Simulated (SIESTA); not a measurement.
Set up this calculation in SIESTA 5.4.2, as the native input.

- Task: density of states
- Functional: PBE
- Potentials or basis: PseudoDojo 0.4 standard (PBE files)
- Basis: DZP (energy shift 0.003 Ry; two zetas on semicore shells)
- Grid cutoff: 800 Ry
- Energy shift: 0.003 Ry
- k mesh: 6 × 6 × 3
- Occupations: fermi-dirac, width 0.05 eV
- Spin: no spin polarisation
- broadening (eV): 0.2 eV
- window from (eV): -10 eV
- window to (eV): 15 eV
- energy points: 201
- MPI ranks: 4
- k mesh for the DOS: 9 × 9 × 5

Crystal: HfIn4SiO6.

```
Hf In Si O
1.0
     5.31619   -0.00005   -0.00030
    -2.65815    4.60393   -0.00030
    -0.00060   -0.00104   10.48595
Hf In Si O
1 4 1 6
Direct
  0.66662 0.33338 0.00000
  0.00013 0.99981 0.30618
  0.00019 0.99987 0.69382
  0.33339 0.66670 0.78716
  0.33330 0.66661 0.21284
  0.99995 0.00005 0.00000
  0.96973 0.70468 0.89784
  0.29532 0.03027 0.10216
  0.29521 0.26513 0.89786
  0.73487 0.70479 0.10214
  0.73487 0.03027 0.89784
  0.96973 0.26513 0.10216
```

The cell was built by a generator and needn't be a form met in nature.

The cell isn't the ideal one: relaxed by the run before.

The input as run:

HfIn4SiO6.fdf

```
SystemName                      HfIn4SiO6
SystemLabel                     HfIn4SiO6
NumberOfSpecies                 4
NumberOfAtoms                   12
%block ChemicalSpeciesLabel
  1  72 Hf
  2  49 In
  3  14 Si
  4   8 O
%endblock ChemicalSpeciesLabel

LatticeConstant                 1.0 Ang
%block LatticeVectors
     5.3161950000    -0.0000510000    -0.0003000000
    -2.6581470000     4.6039320000    -0.0003000000
    -0.0006000000    -0.0010400000    10.4859490000
%endblock LatticeVectors
AtomicCoordinatesFormat         Fractional
%block AtomicCoordinatesAndAtomicSpecies
     0.6666200000     0.3333800000     0.0000000000  1  Hf
     0.0001270000    -0.0001870000     0.3061820000  2  In
     0.0001870000    -0.0001270000     0.6938180000  2  In
     0.3333910000     0.6667050000     0.7871640000  2  In
     0.3332950000     0.6666090000     0.2128360000  2  In
    -0.0000520000     0.0000520000     0.0000000000  3  Si
     0.9697270000     0.7046820000     0.8978370000  4  O
     0.2953180000     0.0302730000     0.1021630000  4  O
     0.2952060000     0.2651300000     0.8978590000  4  O
     0.7348700000     0.7047940000     0.1021410000  4  O
     0.7348730000     0.0302680000     0.8978410000  4  O
     0.9697320000     0.2651270000     0.1021590000  4  O
%endblock AtomicCoordinatesAndAtomicSpecies

%block kgrid.MonkhorstPack
    6   0   0  0.0
    0   6   0  0.0
    0   0   3  0.0
%endblock kgrid.MonkhorstPack
XC.Functional                   GGA
XC.Authors                      PBE
PAO.BasisSize                   DZP
PAO.EnergyShift                 0.003 Ry
Mesh.Cutoff                     800 Ry
OccupationFunction              FD
ElectronicTemperature           0.05 eV
MaxSCFIterations                120
SCF.MustConverge                false
SCF.Mixer.Method                Pulay
SCF.Mixer.Weight                0.25
SCF.Mixer.History               8
SCF.DM.Tolerance                5.0e-05
SCF.H.Tolerance                 1.0e-03 eV
WriteForces                     true
Charge.Mulliken                 end
Charge.Hirshfeld                end
Charge.Voronoi                  end
SaveRho                         true
SaveElectrostaticPotential      true
%block ProjectedDensityOfStates
  EF -10.0 15.0 0.2 201 eV
%endblock ProjectedDensityOfStates
%block PDOS.kgrid.MonkhorstPack
    9   0   0  0.0
    0   9   0  0.0
    0   0   5  0.0
%endblock PDOS.kgrid.MonkhorstPack
%block PAO.Basis
  Hf 5
  n=5 0 2
    3.241 0.000
  n=6 0 2
    8.163 0.000
  n=5 1 2
    3.929 0.000
  n=6 1 1
    8.163
  n=5 2 2
    7.906 0.000
  In 4
  n=5 0 2
    6.996 0.000
  n=5 1 2
    9.500 0.000
  n=4 2 2
    4.106 0.000
  n=5 2 1
    9.500
%endblock PAO.Basis
Diag.ParallelOverK              true
```

Potentials or basis: PseudoDojo 0.4 standard (PBE files), DZP (energy shift 0.003 Ry; two zetas on semicore shells).

Run with:

```sh
$ mpirun -n 4 siesta HfIn4SiO6.fdf > HfIn4SiO6.out 2>&1
```

Results of the run:

* Pressure: 0.0 GPa
* Largest force: 0.019 eV/Å
* Band gap on the k mesh: 0.15 eV, indirect (least direct gap 1.67 eV)
* Hirshfeld charges: Hf +0.68; In +0.21, +0.24; Si +0.28; O -0.31 e
* Voronoi charges: Hf +0.69; In +0.23, +0.22; Si +0.39; O -0.33 e

Caveat: Mulliken charges of long-ranged orbitals can have an unphysical sign; short orbitals over semicore shells can move pressures by several GPa; spin-orbit coupling is left out, which moves the levels of the heavy elements; an odd mesh through Γ misses points on the zone boundary, where band edges often lie; the basis of atomic orbitals isn't converged, which shifts pressures, moduli and gaps.

Wall time 71 s on 4 MPI ranks on AMD EPYC 9R45 96-Core Processor (Zen 5) (shared host), peak memory 0.53 GiB a rank.
